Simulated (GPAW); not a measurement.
# PmS (Fm-3m) in GPAW: convergence with plane-wave cutoff (eV)

Aim: find how far plane-wave cutoff (eV) must go before the results for PmS settle, at PBE. This setting moves, with any that are tied to it; all else stays.

Everything below comes from runs of GPAW 26.7.0. Logs are shortened: lines on timing, memory, paths and dates and some standing lists are left out, and cuts for length are marked. The log counts tension as positive stress, the text compression.

**1. Starting point**

Symmetry: Fm-3m, No. 225, cubic system. The conventional cell has a = 5.697 Å, b = 5.697 Å, c = 5.697 Å, α = 90.00°, β = 90.00°, γ = 90.00°. Pm (site symmetry m-3m) has 6 S at 2.85 Å as nearest neighbours. S (site symmetry m-3m) is surrounded by 6 Pm at 2.85 Å.

The cell comes from a database or a generator and needn't be the stable form of this composition.

**2. With plane-wave cutoff (eV) 300**

The input, run.py:

```python
from ase import Atoms
from ase.dft.bandgap import bandgap
from ase.io import write
from ase.units import GPa
from gpaw import GPAW, PW

atoms = Atoms(['Pm', 'S'],
              cell=[[0.0, 2.8484763017, 2.8484763017],
                    [2.8484763017, 0.0, 2.8484763017],
                    [2.8484763017, 2.8484763017, 0.0]],
              scaled_positions=[[0.0, 0.0, 0.0],
                                [0.5, 0.5, 0.5]],
              pbc=True)
atoms.set_initial_magnetic_moments([4.0, 0.0])

calc = GPAW(mode=PW(300),
            xc='PBE',
            kpts={'size': (6, 6, 6), 'gamma': True},
            occupations={'name': 'fermi-dirac', 'width': 0.05},
            nbands=24,
            convergence={'density': 1e-05, 'energy': 1e-05},
            maxiter=100,
            txt='gpaw.txt')
atoms.calc = calc
energy = atoms.get_potential_energy()
forces = atoms.get_forces()
stress = atoms.get_stress()
calc.write('gs.gpw')
write('result.traj', atoms)
print(f'Energy: {energy:.6f} eV')
print('Forces (eV/A):')
print(forces.round(4))
print('Stress (GPa):', (stress / GPa).round(3))
print('Moments:', calc.get_magnetic_moments().round(3))
print('Fermi level:', round(calc.get_fermi_level(), 4), 'eV')
print(f'Gap: {bandgap(calc)[0]:.4f} eV, direct: {bandgap(calc, direct=True)[0]:.4f} eV')
```

Potentials or basis: GPAW PAW data sets (gpaw-data 1.2.1), pw.

Command:

```bash
OMP_NUM_THREADS=1 python run.py
```

gpaw.txt:

```text
__  _  _
 | _ |_)|_||  |
 |__||  | ||/\| - 26.7.0

Input parameters:
  mode=PW(ecut=300.0),
  convergence={'density': 1e-05, 'energy': 1e-05},
  kpts=MonkhorstPack(size=(6, 6, 6), gamma=True),
  maxiter=100,
  nbands=24,
  occupations=Occupations(name='fermi-dirac', width=0.05),
  xc=XC(name='PBE')

Diagonalizing LCAO Hamiltonian
Converting LCAO to pw mode

                S

       Pm

Atoms  # Å, Bohr magnetons
|   | symbol |        x |        y |        z |    initial magnetic moments |
|---|--------|----------|----------|----------|-----------------------------|
| 0 |     Pm | 0.000000 | 0.000000 | 0.000000 | ( 0.0000,  0.0000,  4.0000) |
| 1 |      S | 2.848476 | 2.848476 | 2.848476 | ( 0.0000,  0.0000,  0.0000) |

Unit cell  # Å
| periodic |        x |        y |        z |  lengths |    angles |
|----------|----------|----------|----------|----------|-----------|
|      yes | 0.000000 | 2.848476 | 2.848476 | 4.028354 | 60.000000 |
|      yes | 2.848476 | 0.000000 | 2.848476 | 4.028354 | 60.000000 |
|      yes | 2.848476 | 2.848476 | 0.000000 | 4.028354 | 60.000000 |

Number of symmetries: 48
Symmetry operations  # r_c * U_cc + t_c -> r_c
|    | kind |            matrix            |
|----|------|------------------------------|
|  0 |  σ   |  1, 0, 0,  1, 0,-1,  1,-1, 0 |
|  1 |  C2  |  1, 0, 0,  1,-1, 0,  1, 0,-1 |
|  2 |  E   |  1, 0, 0,  0, 1, 0,  0, 0, 1 |
|  3 |  σ   |  1, 0, 0,  0, 0, 1,  0, 1, 0 |
|  4 |  C4  |  1, 0,-1,  1, 0, 0,  1,-1, 0 |
|  5 |  S6  |  1, 0,-1,  1,-1, 0,  1, 0, 0 |
|  6 |  σ   |  1, 0,-1,  0, 1,-1,  0, 0,-1 |
|  7 |  C3  |  1, 0,-1,  0, 0,-1,  0, 1,-1 |
|  8 |  S6  |  1,-1, 0,  1, 0, 0,  1, 0,-1 |
|  9 |  C4  |  1,-1, 0,  1, 0,-1,  1, 0, 0 |
| 10 |  C3  |  1,-1, 0,  0,-1, 1,  0,-1, 0 |
| 11 |  σ   |  1,-1, 0,  0,-1, 0,  0,-1, 1 |
| 12 |  σ   |  0, 1, 0,  1, 0, 0,  0, 0, 1 |
| 13 |  C4  |  0, 1, 0,  0, 1,-1, -1, 1, 0 |
| 14 |  C3  |  0, 1, 0,  0, 0, 1,  1, 0, 0 |
| 15 |  S6  |  0, 1, 0, -1, 1, 0,  0, 1,-1 |
| 16 |  C2  |  0, 1,-1,  1, 0,-1,  0, 0,-1 |
| 17 |  σ   |  0, 1,-1,  0, 1, 0, -1, 1, 0 |
| 18 |  S4  |  0, 1,-1,  0, 0,-1,  1, 0,-1 |
| 19 |  C4  |  0, 1,-1, -1, 1, 0,  0, 1, 0 |
| 20 |  C3  |  0, 0, 1,  1, 0, 0,  0, 1, 0 |
| 21 |  σ   |  0, 0, 1,  0, 1, 0,  1, 0, 0 |
| 22 |  S6  |  0, 0, 1,  0,-1, 1, -1, 0, 1 |
| 23 |  C4  |  0, 0, 1, -1, 0, 1,  0,-1, 1 |
| 24 |  S4  |  0, 0,-1,  1, 0,-1,  0, 1,-1 |
| 25 |  C3  |  0, 0,-1,  0, 1,-1,  1, 0,-1 |
| 26 |  C2  |  0, 0,-1,  0,-1, 0, -1, 0, 0 |
| 27 |  S6  |  0, 0,-1, -1, 0, 0,  0,-1, 0 |
| 28 |  S4  |  0,-1, 1,  1,-1, 0,  0,-1, 0 |
| 29 |  C4  |  0,-1, 1,  0, 0, 1, -1, 0, 1 |
| 30 |  C2  |  0,-1, 1,  0,-1, 0,  1,-1, 0 |
| 31 |  σ   |  0,-1, 1, -1, 0, 1,  0, 0, 1 |
| 32 |  C3  |  0,-1, 0,  1,-1, 0,  0,-1, 1 |
| 33 |  S6  |  0,-1, 0,  0, 0,-1, -1, 0, 0 |
| 34 |  S4  |  0,-1, 0,  0,-1, 1,  1,-1, 0 |
| 35 |  C2  |  0,-1, 0, -1, 0, 0,  0, 0,-1 |
| 36 |  C2  | -1, 1, 0,  0, 1, 0,  0, 1,-1 |
| 37 |  S6  | -1, 1, 0,  0, 1,-1,  0, 1, 0 |
| 38 |  S4  | -1, 1, 0, -1, 0, 1, -1, 0, 0 |
| 39 |  C3  | -1, 1, 0, -1, 0, 0, -1, 0, 1 |
| 40 |  S6  | -1, 0, 1,  0, 0, 1,  0,-1, 1 |
| 41 |  C2  | -1, 0, 1,  0,-1, 1,  0, 0, 1 |
| 42 |  C3  | -1, 0, 1, -1, 1, 0, -1, 0, 0 |
| 43 |  S4  | -1, 0, 1, -1, 0, 0, -1, 1, 0 |
| 44 |  C2  | -1, 0, 0,  0, 0,-1,  0,-1, 0 |
| 45 |  i   | -1, 0, 0,  0,-1, 0,  0, 0,-1 |
| 46 |  σ   | -1, 0, 0, -1, 1, 0, -1, 0, 1 |
| 47 |  C2  | -1, 0, 0, -1, 0, 1, -1, 1, 0 |

BZ-sampling:
  Number of BZ points: 216
  Number of IBZ points: 16

  Monkhorst-Pack size: [6, 6, 6]
  Monkhorst-Pack shift: [0.08333333333333333, 0.08333333333333333, 0.08333333333333333]

K-points  # in reciprocal-cell coordinates
|     |                                coordinates |     weight |
|-----|--------------------------------------------|------------|
|   0 | (  0.00000000,   0.00000000,   0.00000000) | 0.00462963 |
|   1 | (  0.16666667,   0.16666667,   0.00000000) | 0.02777778 |
|   2 | (  0.16666667,   0.16666667,   0.16666667) | 0.03703704 |
|   3 | (  0.33333333,   0.16666667,   0.16666667) | 0.05555556 |
|   4 | (  0.33333333,   0.33333333,  -0.33333333) | 0.05555556 |
|   5 | (  0.33333333,   0.33333333,   0.00000000) | 0.02777778 |
|   6 | (  0.33333333,   0.33333333,   0.16666667) | 0.11111111 |
|   7 | (  0.33333333,   0.33333333,   0.33333333) | 0.03703704 |
|   8 | (  0.50000000,   0.33333333,  -0.33333333) | 0.11111111 |
|   9 | (  0.50000000,   0.33333333,  -0.16666667) | 0.05555556 |
| ... |                                            |            |
|  15 | (  0.50000000,   0.50000000,   0.50000000) | 0.01851852 |

Plane wave coefficients: 556
Cutoff: 300.0 eV

Spin-components: 2 (collinear spins)
Bands:           24
Projectors:      13
Spin-degeneracy: 1
Datatype:        complex128

Parallelization:
  kpt:    1
  domain: 1
  band:   1

Density:
  Valence electrons: 21.0
  Components: 2
  Grid points: [18 18 18]
  Charge: 0.0  # |e|

Potential:
  Grid points: [18 18 18]

species:
  Pm:
    name:    Promethium
    Z:       61.0
    valence: 15
    core:    46
    charge:  0.0  # [|e|]
    compensation charges:
      type: gauss
      rc: 0.35  # [Å]
      lmax: 2
    cutoffs:
      filter: 1.17  # [Å]
      core: 1.99  # [Å]
    projectors
    | kind |    occ | energy [eV] | rcut [Å] |
    |------|--------|-------------|----------|
    |   5s |  2.000 |     -41.873 |    1.164 |
    |   6s |  2.000 |      -3.542 |    1.164 |
    |   5p |  6.000 |     -22.672 |    1.164 |
    |   6p |  0.000 |      -1.220 |    1.164 |
    |   5d |  0.000 |      -1.803 |    1.164 |
    |   4f |  5.000 |      -2.148 |    1.164 |
    |    d |        |      25.408 |    1.164 |
    |    f |        |      25.063 |    1.164 |

    Using partial waves for Pm as LCAO basis

  S:
    name:    Sulfur
    Z:       16.0
    valence: 6
    core:    10
    charge:  0.0  # [|e|]
    compensation charges:
      type: gauss
      rc: 0.24  # [Å]
      lmax: 2
    cutoffs:
      filter: 1.77  # [Å]
      core: 1.66  # [Å]
    projectors
    | kind |    occ | energy [eV] | rcut [Å] |
    |------|--------|-------------|----------|
    |   3s |  2.000 |     -17.254 |    0.974 |
    |   3p |  4.000 |      -7.008 |    0.979 |
    |    s |        |       9.957 |    0.974 |
    |    p |        |      20.203 |    0.979 |
    |    d |        |       0.000 |    0.900 |

    Using partial waves for S as LCAO basis

Reference energy: -283530.008759  # eV

eigensolver:
  PPCG
  Converge bands: occupied
  niter=2

density mixing:
  MSR1-Mixer
  Pratt-step length: 0.05
  Maximum mixing coefficient: 0.75
  Old densities: 10
  SVD Regularization: 0.005
  Good broyden scale: 1.0
  Trust region scale: 1.0
  Backstep threshold: 4.0
  History deletion threshold: 6.0
  Fourier metric: weight=20.0, sigma=0.015

occupation numbers:
  Fermi-Dirac:
    width: 0.0500  # eV

poisson solver:
  ecut: 2400.0  # eV

xc functional:
  name: PBE with 2 nearest neighbor stencil

convergence criteria:
- Maximum integral of absolute [dens]ity change: 1e-05 electrons / valence electron
- Maximum [total energy] change in last 3 cyles: 1e-05 eV / valence electron
- Maximum integral of absolute [eigenst]ate change: 4e-08 eV^2 / valence electron
maximum number of iterations: 100

SCF iterations
|iter     | |      energy | eigst |  dens |  magmom |
|---------|-|-------------|-------|-------|---------|
|iter:   1| |  -20.247477 | +0.12 |       |  +4.0069|
|iter:   2| |  -15.065705 | -1.08 | -0.41 |  +3.9100|
|iter:   3| |  -14.583177 | -1.87 | -1.08 |  +3.9297|
|iter:   4| |  -14.566187 | -2.73 | -1.13 |  +4.0511|
|iter:   5| |  -14.619922 | -2.75 | -1.20 |  +4.2631|
|iter:   6| |  -14.633758 | -2.97 | -1.21 |  +4.5399|
|iter:   7| |  -14.642612 | -3.70 | -1.65 |  +4.6981|
|iter:   8| |  -14.641607 | -4.08 | -2.04 |  +4.7557|
|iter:   9| |  -14.641572 | -4.99 | -2.45 |  +4.7652|
|iter:  10| |  -14.641734c| -5.55 | -2.71 |  +4.7750|
|iter:  11| |  -14.641846 | -5.49 | -3.00 |  +4.7862|
|iter:  12| |  -14.641854c| -6.81 | -3.60 |  +4.7888|
|iter:  13| |  -14.641862c| -7.44c| -3.97 |  +4.7904|
|iter:  14| |  -14.641860c| -8.07c| -4.84 |  +4.7906|
|iter:  15| |  -14.641861c| -8.82c| -5.19c|  +4.7906|

Converged in 15 steps
Energy contributions relative to reference atoms: (reference = -283530.008759)

Energy contributions:
  Kinetic:          -7.849683
  Coulomb:           5.127748
  Zero:              0.783276
  External:          0.000000
  Xc:              -12.635693
  Entropy:          -0.135018
  Spinorbit:         0.000000
  ----------------------------
  Free energy:     -14.709370
  Extrapolated:    -14.641861

dipole moment: (-33.723123, -33.723123, -33.723123)  # |e|*Ang

Total magnetic moment: (0.000000, 0.000000, 4.790608)

Local magnetic moments
|        x |        y |         z |
|----------|----------|-----------|
| 0.000000 | 0.000000 |  4.355633 |  # Pm   0
| 0.000000 | 0.000000 | -0.063741 |  # S    1

Fermi level: 9.943
Eigenvalues  # (at kpt = [0.000, 0.000, 0.000])
| band index |      eig [eV] | occ [0-1] |      eig [eV] | occ [0-1] |
|------------|---------------|-----------|---------------|-----------|
|          0 |       -28.699 |     1.000 |       -26.598 |     1.000 |
|          1 |        -8.977 |     1.000 |        -7.371 |     1.000 |
|          2 |        -8.977 |     1.000 |        -7.371 |     1.000 |
|          3 |        -8.977 |     1.000 |        -7.371 |     1.000 |
|          4 |        -3.919 |     1.000 |        -3.886 |     1.000 |
|          5 |         7.003 |     1.000 |         7.190 |     1.000 |
|          6 |         7.003 |     1.000 |         7.190 |     1.000 |
|          7 |         7.003 |     1.000 |         7.190 |     1.000 |
|          8 |         9.672 |     0.996 |        11.313 |     0.000 |
|          9 |         9.990 |     0.279 |        11.313 |     0.000 |
|         10 |         9.990 |     0.279 |        11.313 |     0.000 |
|         11 |         9.990 |     0.279 |        12.276 |     0.000 |
|         12 |        10.456 |     0.000 |        12.276 |     0.000 |
|         13 |        10.456 |     0.000 |        12.327 |     0.000 |
|         14 |        10.456 |     0.000 |        12.518 |     0.000 |
|         15 |        10.631 |     0.000 |        13.105 |     0.000 |
|        ... |               |           |               |           |
|         23 |        23.700 |     0.000 |        24.254 |     0.000 |

No gap
No difference between direct/indirect transitions

Forces  # eV/Ang
|        x |        y |        z |
|----------|----------|----------|
| -0.00000 |  0.00000 |  0.00000 |  # Pm   0
|  0.00000 | -0.00000 | -0.00000 |  # S    1

Stress tensor  # eV/Ang^3
|         x |         y |         z |
|-----------|-----------|-----------|
| -0.017147 |  0.000000 |  0.000000 |
|  0.000000 | -0.017147 |  0.000000 |
|  0.000000 |  0.000000 | -0.017147 |

# Writing to gs.gpw (mode='')
```

Wall time 25 s (1 thread of Arm Neoverse V1, shared host); peak memory 0.15 GiB.

Results:

| Item | Value |
| --- | --- |
| Free energy | -14.7094 eV |
| Pressure | 2.7 GPa |
| Band gap on the k mesh | none (metal or under the smearing width) |
| Net moment | 4.79 μB per cell |
| Site moments | Pm +4.36; S -0.06 μB |

**3. With plane-wave cutoff (eV) 350**

Changes to run.py since step 2:

```diff
@@ -15,3 +15,3 @@
 
-calc = GPAW(mode=PW(300),
+calc = GPAW(mode=PW(350),
             xc='PBE',
```

Potentials or basis: GPAW PAW data sets (gpaw-data 1.2.1), pw.

Command:

```bash
OMP_NUM_THREADS=1 python run.py
```

Wall time 26 s (1 thread of Arm Neoverse V1, shared host); peak memory 0.16 GiB.

Results:

```yaml
Free_energy: -14.7580 eV
Pressure: 2.3 GPa
Band_gap_on_the_k_mesh: none (metal or under the smearing width)
Net_moment: 4.80 μB per cell
Site_moments: Pm +4.37; S -0.06 μB
```

**4. With plane-wave cutoff (eV) 400**

Changes to run.py since step 3:

```diff
@@ -15,3 +15,3 @@
 
-calc = GPAW(mode=PW(350),
+calc = GPAW(mode=PW(400),
             xc='PBE',
```

Command:

```bash
OMP_NUM_THREADS=1 python run.py
```

Wall time 24 s (1 thread of Arm Neoverse V1, shared host); peak memory 0.16 GiB.

What came out:

| Quantity | Value |
| --- | --- |
| Free energy | -14.8322 eV |
| Pressure | 2.1 GPa |
| Band gap on the k mesh | none (metal or under the smearing width) |
| Net moment | 4.80 μB per cell |
| Site moments | Pm +4.38; S -0.06 μB |

**5. With plane-wave cutoff (eV) 500**

Changes to run.py since step 4:

```diff
@@ -15,3 +15,3 @@
 
-calc = GPAW(mode=PW(400),
+calc = GPAW(mode=PW(500),
             xc='PBE',
```

Command:

```bash
OMP_NUM_THREADS=1 python run.py
```

It took 37 s on 1 thread of Arm Neoverse V1, shared host; peak memory 0.17 GiB.

Results:

- Free energy: -14.9195 eV
- Pressure: 3.2 GPa
- Band gap on the k mesh: none (metal or under the smearing width)
- Net moment: 4.81 μB per cell
- Site moments: Pm +4.38; S -0.06 μB

**6. With plane-wave cutoff (eV) 600**

Changes to run.py since step 5:

```diff
@@ -15,3 +15,3 @@
 
-calc = GPAW(mode=PW(500),
+calc = GPAW(mode=PW(600),
             xc='PBE',
```

Potentials or basis: GPAW PAW data sets (gpaw-data 1.2.1), pw.

Command:

```bash
OMP_NUM_THREADS=1 python run.py
```

Wall time 45 s (1 thread of Arm Neoverse V1, shared host); peak memory 0.19 GiB.

The run converged. Its results:

- Free energy: -14.9290 eV
- Pressure: 3.4 GPa
- Band gap on the k mesh: none (metal or under the smearing width)
- Net moment: 4.81 μB per cell
- Site moments: Pm +4.39; S -0.06 μB

**7. With plane-wave cutoff (eV) 700**

Changes to run.py since step 6:

```diff
@@ -15,3 +15,3 @@
 
-calc = GPAW(mode=PW(600),
+calc = GPAW(mode=PW(700),
             xc='PBE',
```

Command:

```bash
OMP_NUM_THREADS=1 python run.py
```

Wall time 45 s (1 thread of Arm Neoverse V1, shared host); peak memory 0.21 GiB.

Results (log left out):

| Property | Result |
| --- | --- |
| Free energy | -14.9415 eV |
| Pressure | 3.4 GPa |
| Band gap on the k mesh | none (metal or under the smearing width) |
| Net moment | 4.81 μB per cell |
| Site moments | Pm +4.39; S -0.06 μB |

**8. With plane-wave cutoff (eV) 800**

Changes to run.py since step 7:

```diff
@@ -15,3 +15,3 @@
 
-calc = GPAW(mode=PW(700),
+calc = GPAW(mode=PW(800),
             xc='PBE',
```

Command:

```bash
OMP_NUM_THREADS=1 python run.py
```

Wall time 64 s (1 thread of Arm Neoverse V1, shared host); peak memory 0.22 GiB.

Results (log left out):

```yaml
Free_energy: -14.9496 eV
Pressure: 3.5 GPa
Band_gap_on_the_k_mesh: none (metal or under the smearing width)
Net_moment: 4.81 μB per cell
Site_moments: Pm +4.39; S -0.06 μB
```

**9. With plane-wave cutoff (eV) 1000**

Changes to run.py since step 8:

```diff
@@ -15,3 +15,3 @@
 
-calc = GPAW(mode=PW(800),
+calc = GPAW(mode=PW(1000),
             xc='PBE',
```

Potentials or basis: GPAW PAW data sets (gpaw-data 1.2.1), pw.

Command:

```bash
OMP_NUM_THREADS=1 python run.py
```

Wall time 85 s (1 thread of Arm Neoverse V1, shared host); peak memory 0.26 GiB.

The run converged. Its results:

- Free energy: -14.9531 eV
- Pressure: 3.5 GPa
- Band gap on the k mesh: none (metal or under the smearing width)
- Net moment: 4.81 μB per cell
- Site moments: Pm +4.39; S -0.06 μB

**10. With plane-wave cutoff (eV) 1200**

Changes to run.py since step 9:

```diff
@@ -15,3 +15,3 @@
 
-calc = GPAW(mode=PW(1000),
+calc = GPAW(mode=PW(1200),
             xc='PBE',
```

Command:

```bash
OMP_NUM_THREADS=1 python run.py
```

Wall time 2.2 min (1 thread of Arm Neoverse V1, shared host); peak memory 0.32 GiB.

It converged, with:

```
Free energy            : -14.9554 eV
Pressure               : 3.6 GPa
Band gap on the k mesh : none (metal or under the smearing width)
Net moment             : 4.81 μB per cell
Site moments           : Pm +4.39; S -0.06 μB
```

**11. Result**

```
plane-wave cutoff (eV)  energy less the tightest run, at zero smearing (meV/atom)  pressure (GPa)  largest site moment (μB)  SCF cycles  CPU time (s)  peak memory (GiB)
                   300                                                     122.74            2.75                      4.36          15            25               0.15
                   350                                                      98.55            2.26                      4.37          15            26               0.16
                   400                                                      61.67            2.12                      4.38          15            24               0.16
                   500                                                      17.91            3.23                      4.38          15            37               0.17
                   600                                                      13.21            3.43                      4.39          15            45               0.19
                   700                                                       6.94            3.35                      4.39          15            45               0.21
                   800                                                       2.88            3.51                      4.39          15            64               0.22
                  1000                                                       1.15            3.52                      4.39          15            85               0.26
                  1200                                                       0.00            3.57                      4.39          15           130               0.32
```

Against the tightest run, the pressure stays within 0.1 GPa from 800 on; the largest site moment stays within 0.02 μB from 400 on. Not settled before the last step: the energy (to 1 meV/atom). The tightest run that finished is the yardstick and may itself not be fully converged.

Caveats: one-centre terms of the f shell are cut off; the magnetic or orbital state may not be the lowest; spin-orbit coupling is left out, which moves the levels of the heavy elements; without U or exact exchange the open f shell lies at the Fermi level, which spoils levels, moments and volumes.
